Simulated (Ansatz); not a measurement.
# H₆N₃OTa: basis-set convergence

An exercise on one series of results from a longer session: the logs are not shown, and one member is left open.

The runs use Ansatz 0.2.0, Gaussian basis; one geometry, several basis sets.

Plan: PBE0-D4/def2-SVP; ωB97M-V/def2-SVP; PBE0-D4/def2-QZVPP; ωB97M-V/def2-QZVPP; the functionals' def2-TZVPP values are taken from earlier runs.

**The relaxed structure**

All runs share one geometry, relaxed beforehand with PBE0-D4 in a triple-zeta def2 set. Ta takes the def2 core potential; no spin-orbit term is included.

11 atoms, charge 0, spin multiplicity 1.

Atoms are counted from 1 here; the program's logs count them from 0.

Bond lengths: N1–Ta2 1.994 Å, N1–H6 1.009 Å, N1–H7 1.009 Å, Ta2–N3 1.994 Å, Ta2–N4 1.994 Å, Ta2–O5 1.721 Å, N3–H8 1.009 Å, N3–H9 1.009 Å, N4–H10 1.009 Å, N4–H11 1.009 Å. Angles: Ta2–N1–H6 123.7°, Ta2–N1–H7 126.3°, H6–N1–H7 109.7°, N1–Ta2–N3 110.7°, N1–Ta2–N4 110.7°, N1–Ta2–O5 108.2°, N3–Ta2–N4 110.7°, N3–Ta2–O5 108.2°, N4–Ta2–O5 108.2°, Ta2–N3–H8 126.3°, Ta2–N3–H9 123.7°, H8–N3–H9 109.7°, Ta2–N4–H10 126.3°, Ta2–N4–H11 123.7°, H10–N4–H11 109.7°.

The first run:

File in.yaml:

```yaml
crystal:
  periodic: [false, false, false]
  atoms:
    - {symbol: N, position_ang: [-1.068877, 1.541664, 0.275060]}
    - {symbol: Ta, position_ang: [0.377868, 0.175438, 0.148964]}
    - {symbol: N, position_ang: [-0.040548, -1.403876, 1.291852]}
    - {symbol: N, position_ang: [0.662707, -0.378928, -1.744990]}
    - {symbol: O, position_ang: [1.836273, 0.883730, 0.725543]}
    - {symbol: H, position_ang: [-0.907858, 2.505604, 0.525967]}
    - {symbol: H, position_ang: [-2.060748, 1.370433, 0.202874]}
    - {symbol: H, position_ang: [-0.709443, -2.130733, 1.085458]}
    - {symbol: H, position_ang: [0.473226, -1.642066, 2.126934]}
    - {symbol: H, position_ang: [-0.054361, -0.635530, -2.407040]}
    - {symbol: H, position_ang: [1.557361, -0.342736, -2.210123]}
basis:
  gaussian: {orbitals: def2-SVP}
hamiltonian: {xc: pbe0, dispersion: d4}
output: {orbitals: {seedname: orbitals}}
```

Among the steps run: PBE0-D4 in def2-SVP; ωB97M-V in def2-SVP; PBE0-D4 in def2-QZVPP; ωB97M-V in def2-QZVPP.

One of the session's tables, all rows but one given; the rest of the session is left out.

```
functional       basis  HOMO (eV)  LUMO (eV)
   PBE0-D4    def2-SVP      -6.76       0.15
   PBE0-D4  def2-TZVPP          ?          ?
   PBE0-D4  def2-QZVPP      -6.99      -0.36
   ωB97M-V    def2-SVP      -9.04       1.39
   ωB97M-V  def2-TZVPP      -9.22       1.14
   ωB97M-V  def2-QZVPP      -9.28       0.56
```

**Question.** Estimate the row for PBE0-D4, def2-TZVPP.

The run gave: HOMO (eV): -6.93; LUMO (eV): -0.04. In the column «HOMO (eV)» it lies between PBE0-D4, def2-QZVPP (-6.99) and PBE0-D4, def2-SVP (-6.76).
